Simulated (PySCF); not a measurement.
# F4Ge: the cost of one run

Programs: PySCF 2.14.0. All values are calculated, for the isolated system unless a continuum is named. Atoms count from 0, parts from 1.

### 1 The system as given

Each species was relaxed by itself at PBE0-D3(BJ)/def2-SVPD.

### 2 Energies of the species: wB97M-D3(BJ)/def2-TZVPD

What the job is given:

```
{"job": {"kind": "react", "xc": "wB97M-D3(BJ)", "basis": "def2-TZVPD"}, "charge": 0, "multiplicity": 1}
-1 F3GeH charge 0 multiplicity 1
F     -0.264830     1.228620     1.121110
Ge    -0.074300    -0.096330     0.038320
F     -0.332290     0.538100    -1.540770
F      1.586380    -0.543850     0.108290
H     -1.000150    -1.252970     0.361300

-1 F2 charge 0 multiplicity 1
F      0.688950    -0.008280    -0.001640
F     -0.688950     0.008280     0.001640

+1 F4Ge charge 0 multiplicity 1
F     -1.396300     0.330580     0.934720
Ge    -0.006910     0.040720    -0.008130
F      1.158680     1.240530     0.315570
F     -0.425700     0.082370    -1.658910
F      0.635210    -1.490580     0.374620

+1 FH charge 0 multiplicity 1
F      0.459950    -0.009210    -0.006700
H     -0.459950     0.009210     0.006700
```

With the program's defaults for keys left out, this is: wB97M-D3(BJ)/def2-TZVPD reaction energy of separated species, gas phase.

The run is started by

```bash
$ OMP_NUM_THREADS=1 python cluster_run.py task.json out
```

This one command runs all jobs of the session in turn.

**Question.** How long does this first job take on 1 thread of Arm Neoverse V1, shared host, and how much memory does it need?

About 24 s, with a peak of 0.7 GiB.
